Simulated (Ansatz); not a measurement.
# Na (fcc type): the cost of one run

Program: Ansatz 0.2.0. Level of theory: DFT LDA, with the methods named in each step. These are calculated values, not measurements.

This is Na in the fcc structure; at room conditions it is bcc.

**1. The structure to begin with**

Symmetry: Fm-3m, No. 225, cubic system. The conventional cell has a = 5.112 Å, b = 5.112 Å, c = 5.112 Å, α = 90.00°, β = 90.00°, γ = 90.00°. Around Na (site symmetry m-3m) lie 12 Na at 3.61 Å.

Coordinates:

```cif
data_structure
_symmetry_space_group_name_H-M 'P 1'
_symmetry_Int_Tables_number 1
_cell_length_a 3.6148
_cell_length_b 3.6148
_cell_length_c 3.6148
_cell_angle_alpha 60.000
_cell_angle_beta 60.000
_cell_angle_gamma 60.000
_cell_volume 33.40
loop_
_atom_site_label
_atom_site_type_symbol
_atom_site_fract_x
_atom_site_fract_y
_atom_site_fract_z
_atom_site_occupancy
Na1 Na 0.00000 0.00000 0.00000 1
```

Whether this phase is the stable one at these pressures isn't tested.

**2. The reference volume, LAPW**

Input file input.yaml:

```yaml
crystal:
  lattice:
    - [0.0, 2.5560155302, 2.5560155302]
    - [2.5560155302, 0.0, 2.5560155302]
    - [2.5560155302, 2.5560155302, 0.0]
  atoms:
    - { symbol: Na, position: [0.0, 0.0, 0.0] }
kpoints:
  mp_grid: { grid: [13, 13, 13] }
  band_path:
    path:
      - [0.0, 0.0, 0.0]
      - [0.5, 0.0, 0.5]
      - [0.625, 0.25, 0.625]
      - [0.375, 0.375, 0.75]
      - [0.0, 0.0, 0.0]
      - [0.5, 0.5, 0.5]
      - [0.5, 0.25, 0.75]
      - [0.5, 0.0, 0.5]
    npoints: 14
scf:
  occupations: { method: fermi_dirac, width: 0.05 }
hamiltonian:
  xc: lda
  pseudopotentials: { kind: all_electron, lapw: { basis_error: 0.001 } }
output:
  forces: true
  stress: true
  eigenvalues: true
  populations: true
  dos: { projected: true, de: 0.2, e_range: [-14, 8] }
```

Run with:

```
$ ansatz run input.yaml --threads 1 --pin off --max-ram 2048MiB --backend cpu --events-out ev --progress --plain --runs-dir out
```

Q: Estimate wall time and peak memory on 1 thread of Arm Neoverse V2, shared host.

About 2.8 s, with a peak of 0.2 GiB.
